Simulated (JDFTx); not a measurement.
Runs of JDFTx 1.7.0 (patched build) on BiS. Symmetry: Pm-3m, No. 221, cubic system. Conventional cell: a = 4.003 Å, b = 4.003 Å, c = 4.003 Å, α = 90.00°, β = 90.00°, γ = 90.00°. Bi (site symmetry m-3m) is surrounded by 8 S at 3.47 Å. Around S (site symmetry m-3m) lie 8 Bi at 3.47 Å. The cell was built by a generator and needn't be a form met in nature.

```tsv
level	gap on the mesh (eV)	pressure (GPa)	relaxed volume (Å³/atom)
PBE+D3(BJ)	none	0.0	22.33
PBE+D2	none	0.0	23.28
PBE	none	0.0	23.31
PBE+D3	none	0.0	(a)
```

Alike in all rows: task relaxation of cell and atoms; potentials or basis PseudoDojo-SR-PBE-0.4.1-standard (Bi) + PseudoDojo-SR-PBE-0.5-standard (S) with smoothed tails; no spin polarisation; cell relaxed; k mesh 7 × 7 × 7; cutoff (eV) 898; smearing fermi-dirac 0.05 eV.

Problem. Fill in the values left out.

Solution. (a) 22.67.

Caveats: the volume moved by over 15 % at a fixed basis, so the end points are rough; the plane waves are those of the starting cell, so after so large a change of volume the result is rough; spin-orbit coupling is left out, which moves the levels of the heavy elements; pairwise dispersion overbinds metals, which lowers pressure and volume (some runs).

A k mesh can miss the band edges, and the runs leave out spin-orbit coupling on Bi.

A gap of «none» marks a metal or a gap under the smearing width.
